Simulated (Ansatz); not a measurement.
# Ir3Rh (Pm-3m) in Ansatz: reference runs, part 2 of 2

Ansatz 0.2.0. Earlier steps stand in the parts before.

### 3 Single point, PBEsol (atoms moved at random, drawn with an rms of 0.05 Å)

input.yaml

```yaml
crystal:
  lattice:
    - [3.84033585, 0.0, 0.0]
    - [0.0, 3.84033585, 0.0]
    - [0.0, 0.0, 3.84033585]
  atoms:
    - { symbol: Ir, position: [0.502397, 0.506472, -0.00066] }
    - { symbol: Ir, position: [0.001147, 0.492051, 0.495043] }
    - { symbol: Ir, position: [0.5009, -0.005947, 0.505239] }
    - { symbol: Rh, position: [0.010982, 0.003882, -0.005252] }
kpoints:
  mp_grid: { grid: [7, 7, 7] }
scf:
  occupations: { method: fermi_dirac, width: 0.05 }
hamiltonian:
  xc: pbesol
  pseudopotentials: { kind: all_electron, lapw: { basis_error: 0.001 } }
output:
  forces: true
  stress: true
  eigenvalues: true
  populations: true
```

Potentials or basis: all-electron LAPW, scalar-relativistic.

Run with:

```sh
> ansatz run input.yaml --threads 2 --pin off --max-ram 8192MiB --backend cpu --events-out ev --progress --plain --runs-dir out
```

Output:

```text
Warning: RAYON_NUM_THREADS=2 ignored (pool sized by the plan → 2); use --threads N
Ir: projections on atomic orbitals take those of the free atom 1s2 2s2 2p6 3s2 3p6 3d10 4s2 4p6 4d10 4f14 5s2 5p6 5d7 6s2, of charge +0.00 (hamiltonian.pseudopotentials.projection_atoms)
Rh: projections on atomic orbitals take those of the free atom 1s2 2s2 2p6 3s2 3p6 3d10 4s2 4p6 4d8 5s1, of charge +0.00 (hamiltonian.pseudopotentials.projection_atoms)
LAPW: plane waves up to 8.810 Å⁻¹, error target 1.0e-3 eV per atom; small_component_spin mean_spin; Rh in spheres of 1.327 Å, 27 of its electrons in bands, Dirac shells []; Ir in spheres of 1.333 Å, 41 of its electrons in bands, Dirac shells [] (how accurate: hamiltonian.pseudopotentials.lapw.basis_error, Limitations)
Engine: ansatz 0.2.0, aarch64-unknown-linux-gnu
Pseudopotentials: kind: all_electron
Pseudopotential: Ir, LAPW, valence charge 41, lapw/all_electron/scalar/gaussian/Ir, Koelling and Harmon's equation, gaussian nucleus
Pseudopotential: Rh, LAPW, valence charge 27, lapw/all_electron/scalar/gaussian/Rh, Koelling and Harmon's equation, gaussian nucleus
Functional definition: PBEsol
  exchange = pbesol_x
  correlation = pbesol_c
Crystal: 4 atoms, lattice volume = 56.638 Å³
Basis set: ecut = 295.72396567092403 eV, 619 PW (Γ), exchange–correlation at level 2
Bands: 90, of which v1, the nominal top of the filled ones, is band 75 counted from 1 (74 counted from 0)
Symmetry: 1 space group operations
Space group: P1 (ITA 1), of the structure as read, at distance tolerance 3.8e-5 Å
k-points: 172 of 343 (time reversal used)
Non-local potential: Ir, projectors of the file, none
Non-local potential: Rh, projectors of the file, none
Initial density: superposition of atomic densities (chi_scale 0.1, normalization cell, long waves kept (reshape's long-wave potential 0.00 eV rms))
Initial wavefunctions: plane waves of lowest kinetic energy (no species holds an atomic orbital)
Functional: x = pbesol(κ = 0.804, μ = 0.12345679012345678), c = pbesol(β = 0.046)
iter 1 solved again at ethr=3.34e-3 eV; its pass at ethr=1.00e-1 eV (dr2=5.01e0 eV) is discarded
SCF iter   1: F=—  HF=-1584794.080292 eV  |F-HF|=—  |Δ(HF+E_count)|=         —  Δρ=6.71e-2  dr2=5.01e0  ethr=3.34e-3  ⟨swp⟩=2.0  Hψ=94294  notcnv=0
[... 16 lines left out ...]
SCF 1 converged in 14 iterations: F = -1584792.337084 eV  dr2 = 2.77e-8
SCF converged after 14 iterations
Free energy (F): -1584792.337084 eV
Harris-Foulkes:  -1584792.337084 eV  (|F-HF|=1.33e-8)
Internal energy: -1584792.294108 eV  (E = F + TS)
E sigma→0 (E₀):  -1584792.315596 eV
Entropy (-TS):   -0.042977 eV (-10.744 meV/atom)
Fermi energy:    29.637047 eV
--- Per-component energies (eV) ---
  E_band       = -11497.675925
  E_kinetic    = 1781400.754251
  E_xc         = -31728.033899
  E_electrostatic = -3334465.014460  (all electrons and nuclei)
  E_smearing   = -0.042977  (= −TS)
  E_closure    = 0.000000  (closes the sum)
  E_atoms      = -1584753.639848  (free atoms, spherical and without spin; not in F)
  Σ components = -1584792.337084   (vs F -1584792.337084, Δ=0.00e0)
  Basis errors (estimates in eV, not in F): energy 2.3e-4 per atom: plane waves 1.9e-4 (9.9e-5 summed), levels above the bands 4.4e-126, relativity 5.4e-8, radial functions 3.7e-5, core shells 7.0e-7; eigenvalues (radial functions only) 2.4e-6; not estimated: angular momenta, meshes, grids; target (lapw.basis_error) 1.0e-3; muffin-tin radii Rh 1.327 Å, Ir 1.333 Å
--- Forces (eV/Å), atoms counted from 1 ---
  atom   1  Ir     0.13583344    -0.35220589     0.00917426
  atom   2  Ir     0.07786102     0.31880001     0.11403930
  atom   3  Ir     0.21258928     0.27185909    -0.36113546
  atom   4  Rh    -0.42628504    -0.23845363     0.23792290
  max |Σ_I F_I| component: 1.30e-6 eV/Å
--- Stress (GPa, compression-positive) ---
       -6.019151      -0.059369      -0.199023
       -0.059369      -5.869570      -0.160061
       -0.199023      -0.160061      -5.636948
  P = ⅓ Tr σ = -5.8419 GPa (-58.419 kbar)
--- Band table (eV; the first three rows and the last of 172) ---
  k-point 0: bands = ["-267.5865", "-267.5859", "-267.5845", "-267.5534", "-267.5520", "-255.5178", "-255.5167", "-255.5163", "-255.5160", "-255.5143", "-255.5133", "-255.5022", "-255.5001", "-255.4986", "-255.4794", "-255.4792", "-255.4764", "-255.4687", "-255.4668", "-255.4652", "-63.0265", "-62.9615", "-62.9596", "-49.3393", "-27.4107", "-27.4058", "-27.4036", "-27.3871", "-27.3858", "-27.3848", "-27.3826", "-27.3818", "-27.3810", "-27.3778", "-27.3772", "-27.3768", "-27.3656", "-27.3654", "-27.3625", "-27.3540", "-27.3534", "-27.3518", "-27.3507", "-27.3497", "-27.3490", "-20.1259", "-20.1203", "-20.1196", "-19.7668", "-19.7645", "-19.7626", "-19.5927", "-19.5906", "-19.5899", "-17.2292", "-17.2259", "-17.2233", "19.2990", "22.1742", "22.3290", "22.3350", "22.7754", "22.7787", "22.7835", "26.0657", "26.0712", "26.0837", "28.5560", "28.5685", "30.3436", "30.3553", "30.7316", "30.7341", "30.7471", "30.7509", "31.3368", "31.3472", "31.3566", "31.7367", "31.7628", "31.8062", "39.9856", "39.9976", "41.4265", "41.4659", "41.4723", "41.6346", "41.6541", "41.6691", "42.1035"]
  k-point 1: bands = ["-267.5865", "-267.5859", "-267.5845", "-267.5534", "-267.5520", "-255.5178", "-255.5167", "-255.5163", "-255.5160", "-255.5143", "-255.5133", "-255.5022", "-255.5001", "-255.4986", "-255.4794", "-255.4792", "-255.4764", "-255.4687", "-255.4668", "-255.4652", "-63.0236", "-62.9639", "-62.9600", "-49.3394", "-27.4105", "-27.4059", "-27.4037", "-27.3869", "-27.3855", "-27.3847", "-27.3825", "-27.3819", "-27.3810", "-27.3780", "-27.3774", "-27.3770", "-27.3656", "-27.3653", "-27.3625", "-27.3540", "-27.3534", "-27.3517", "-27.3508", "-27.3497", "-27.3490", "-20.1085", "-20.1044", "-20.0958", "-19.7766", "-19.7690", "-19.7596", "-19.6187", "-19.6010", "-19.5992", "-17.2347", "-17.2285", "-17.2260", "19.5918", "22.3610", "22.4842", "22.5582", "22.9031", "22.9799", "22.9850", "25.8551", "26.2261", "26.2427", "28.3143", "28.6406", "29.2269", "29.2731", "30.0178", "30.1530", "30.4814", "30.6033", "30.6194", "30.6730", "30.7602", "31.3524", "33.6246", "33.6325", "39.3491", "39.9265", "41.3814", "41.3889", "41.9827", "42.0843", "42.2686", "42.2855", "42.8968"]
  k-point 2: bands = ["-267.5865", "-267.5859", "-267.5845", "-267.5534", "-267.5520", "-255.5178", "-255.5167", "-255.5163", "-255.5160", "-255.5143", "-255.5133", "-255.5022", "-255.5001", "-255.4986", "-255.4794", "-255.4792", "-255.4764", "-255.4687", "-255.4668", "-255.4652", "-63.0157", "-62.9716", "-62.9601", "-49.3394", "-27.4099", "-27.4064", "-27.4039", "-27.3864", "-27.3849", "-27.3844", "-27.3822", "-27.3820", "-27.3809", "-27.3785", "-27.3780", "-27.3773", "-27.3657", "-27.3652", "-27.3625", "-27.3540", "-27.3532", "-27.3515", "-27.3510", "-27.3497", "-27.3492", "-20.0678", "-20.0636", "-20.0234", "-19.7978", "-19.7863", "-19.7598", "-19.6914", "-19.6221", "-19.6199", "-17.2480", "-17.2340", "-17.2316", "20.4146", "22.6970", "22.9788", "23.1646", "23.2643", "23.5728", "23.5883", "25.2960", "26.6951", "26.7108", "27.4132", "27.4312", "27.7074", "28.5313", "28.8354", "29.1034", "29.3300", "29.6219", "29.6337", "30.1317", "30.7502", "31.3560", "35.7844", "35.8078", "38.5562", "39.2606", "40.7977", "40.8103", "42.2748", "43.0463", "44.0408", "44.1217", "45.2649"]
  k-point 171: bands = ["-267.5865", "-267.5859", "-267.5845", "-267.5534", "-267.5520", "-255.5178", "-255.5167", "-255.5163", "-255.5160", "-255.5143", "-255.5133", "-255.5022", "-255.5001", "-255.4986", "-255.4794", "-255.4792", "-255.4764", "-255.4687", "-255.4668", "-255.4652", "-63.0033", "-62.9786", "-62.9654", "-49.3394", "-27.4094", "-27.4060", "-27.4047", "-27.3869", "-27.3850", "-27.3830", "-27.3820", "-27.3813", "-27.3805", "-27.3799", "-27.3780", "-27.3778", "-27.3661", "-27.3650", "-27.3621", "-27.3539", "-27.3533", "-27.3513", "-27.3510", "-27.3498", "-27.3494", "-20.0909", "-19.9555", "-19.9286", "-19.8907", "-19.8530", "-19.7424", "-19.6954", "-19.6548", "-19.6298", "-17.2536", "-17.2403", "-17.2361", "21.8606", "22.9824", "23.8404", "24.0036", "24.1580", "24.4562", "24.5612", "24.8425", "25.6883", "25.7511", "26.2408", "26.4520", "27.1143", "27.7953", "28.1259", "28.2780", "28.4138", "29.4744", "29.6375", "30.0894", "30.2605", "30.6101", "36.2089", "36.5100", "37.2446", "37.5804", "42.4024", "42.5823", "43.3137", "44.0453", "44.4593", "44.7374", "46.8630"]
--- Löwdin populations: 4 sites ---
  site symbol       q [e]
     0     Ir     76.7778
     1     Ir     76.7784
     2     Ir     76.7776
     3     Rh     44.9891
  spilling = 0.002454 (of n_electrons = 276.000000)
```

Wall time 8.4 min (2 threads of Arm Neoverse V1, shared host); peak memory 2.1 GiB.

What came out:

| Item | Value |
| --- | --- |
| Free energy | -1584792.3371 eV |
| Pressure | -5.8 GPa |
| Largest force | 0.543 eV/Å |
| Band gap on the k mesh | none (metal or under the smearing width) |

Forces in eV/Å, atoms in the order of the input:
```
Ir   0.136 -0.352  0.009
Ir   0.078  0.319  0.114
Ir   0.213  0.272 -0.361
Rh  -0.426 -0.238  0.238
```
